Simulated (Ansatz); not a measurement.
# C2H11FN2OSiZr: one species, many methods

The task here is to estimate one member of a computed series from the others.

Method: functionals in def2-TZVPP, the program's frozen cores in correlated methods; program: Ansatz 0.2.0, Gaussian basis.

Levels to be run: LDA (SPW92), PBE-D4, revPBE-D4, BLYP-D4, r2SCAN-D4, B97M-V, PBE0-D4, B3LYP-D4, r2SCANh-D4, r2SCAN0-D4, HSE06-D4, BHLYP-D4, CAM-B3LYP-D4, LC-ωPBE, ωB97X-V, ωB97M-V, B2PLYP, PBE-QIDH; CCSD(T)/def2-SVP; CCSD(T)/def2-TZVPP; MP2/def2-QZVPP; extrapolation to the limit; RPA on PBE.

## The relaxed structure

All runs share one geometry, relaxed beforehand with PBE0-D4 in a triple-zeta def2 set. Zr takes the def2 core potential; no spin-orbit term is included.

19 atoms, charge 0, spin multiplicity 1.

Atoms are counted from 1 here; the program's logs count them from 0.

Bond lengths: C1–N2 1.439 Å, C1–H9 1.100 Å, C1–H10 1.091 Å, C1–H11 1.100 Å, N2–C3 1.445 Å, N2–Zr4 2.022 Å, C3–H12 1.099 Å, C3–H13 1.099 Å, C3–H14 1.099 Å, Zr4–N5 2.033 Å, Zr4–F6 1.928 Å, Zr4–O7 1.957 Å, N5–H15 1.011 Å, N5–H16 1.012 Å, O7–Si8 1.630 Å, Si8–H17 1.489 Å, Si8–H18 1.487 Å, Si8–H19 1.488 Å. Angles: N2–C1–H9 111.5°, N2–C1–H10 110.4°, N2–C1–H11 111.6°, H9–C1–H10 108.1°, H9–C1–H11 107.2°, H10–C1–H11 108.0°, C1–N2–C3 113.1°, C1–N2–Zr4 133.4°, C3–N2–Zr4 113.5°, N2–C3–H12 111.9°, N2–C3–H13 111.9°, N2–C3–H14 111.3°, H12–C3–H13 108.0°, H12–C3–H14 106.7°, H13–C3–H14 106.8°, N2–Zr4–N5 107.5°, N2–Zr4–F6 107.2°, N2–Zr4–O7 107.3° and more.

Set-up of the first run:

in.yaml reads:

```yaml
crystal:
  periodic: [false, false, false]
  atoms:
    - {symbol: C, position_ang: [1.493898, 0.277654, 1.936809]}
    - {symbol: N, position_ang: [0.977900, 0.486193, 0.609852]}
    - {symbol: C, position_ang: [1.984269, 0.347094, -0.417597]}
    - {symbol: Zr, position_ang: [-0.862378, 0.905959, -0.114181]}
    - {symbol: N, position_ang: [-2.118604, 1.079281, 1.475185]}
    - {symbol: F, position_ang: [-0.722987, 2.552641, -1.107504]}
    - {symbol: O, position_ang: [-1.395190, -0.591739, -1.255952]}
    - {symbol: Si, position_ang: [-1.477904, -1.919952, -2.197929]}
    - {symbol: H, position_ang: [2.289936, 0.997513, 2.177441]}
    - {symbol: H, position_ang: [0.699099, 0.392861, 2.675499]}
    - {symbol: H, position_ang: [1.921472, -0.729466, 2.050469]}
    - {symbol: H, position_ang: [2.798248, 1.075147, -0.294171]}
    - {symbol: H, position_ang: [2.426793, -0.659162, -0.424692]}
    - {symbol: H, position_ang: [1.559859, 0.514799, -1.417262]}
    - {symbol: H, position_ang: [-2.715635, 0.348793, 1.839602]}
    - {symbol: H, position_ang: [-2.349049, 1.943172, 1.948766]}
    - {symbol: H, position_ang: [-0.201985, -2.105751, -2.942569]}
    - {symbol: H, position_ang: [-2.587739, -1.787108, -3.178627]}
    - {symbol: H, position_ang: [-1.720001, -3.127918, -1.363138]}
basis:
  gaussian: {orbitals: def2-TZVPP}
hamiltonian: {xc: lda}
output: {orbitals: {seedname: orbitals}}
```

On the command line:

```console
> ansatz run in.yaml --threads 4 --pin off --events-out ev --progress --plain --max-ram 41984MiB --backend cuda --devices 0, --max-vram 37GiB
```

Among the steps run: LDA; PBE-D4 (GGA); revPBE-D4 (GGA); BLYP-D4 (GGA); r2SCAN-D4 (meta-GGA); B97M-V (meta-GGA); B3LYP-D4 (hybrid); r2SCANh-D4 (hybrid); r2SCAN0-D4 (hybrid); HSE06-D4 (hybrid); BHLYP-D4 (hybrid); CAM-B3LYP-D4 (range-separated); LC-ωPBE (range-separated); ωB97X-V (range-separated); ωB97M-V (range-separated); B2PLYP (double hybrid); PBE-QIDH (double hybrid).

One of the session's tables, all rows but one given; the rest of the session is left out.

It belongs to the step «Frontier levels by functional». 

```
  functional  HOMO (eV)  gap (eV)
 LDA (SPW92)      -5.34      4.00
      PBE-D4      -5.20      4.10
   revPBE-D4      -5.14      4.14
     BLYP-D4      -5.09      4.09
   r2SCAN-D4      -5.42      4.55
      B97M-V      -5.55      4.54
     PBE0-D4      -6.46      6.14
    B3LYP-D4      -6.26      5.68
  r2SCANh-D4      -5.90      5.36
  r2SCAN0-D4      -6.62      6.58
    HSE06-D4      -6.06      5.39
    BHLYP-D4      -7.66      7.86
CAM-B3LYP-D4      -7.81      8.15
     LC-ωPBE          ?         ?
     ωB97X-V      -8.80     10.02
     ωB97M-V      -8.73      9.43
```

Estimate the missing values for LC-ωPBE.

The run gave: HOMO (eV): -9.11; gap (eV): 10.51. In the column «HOMO (eV)» it is the lowest.
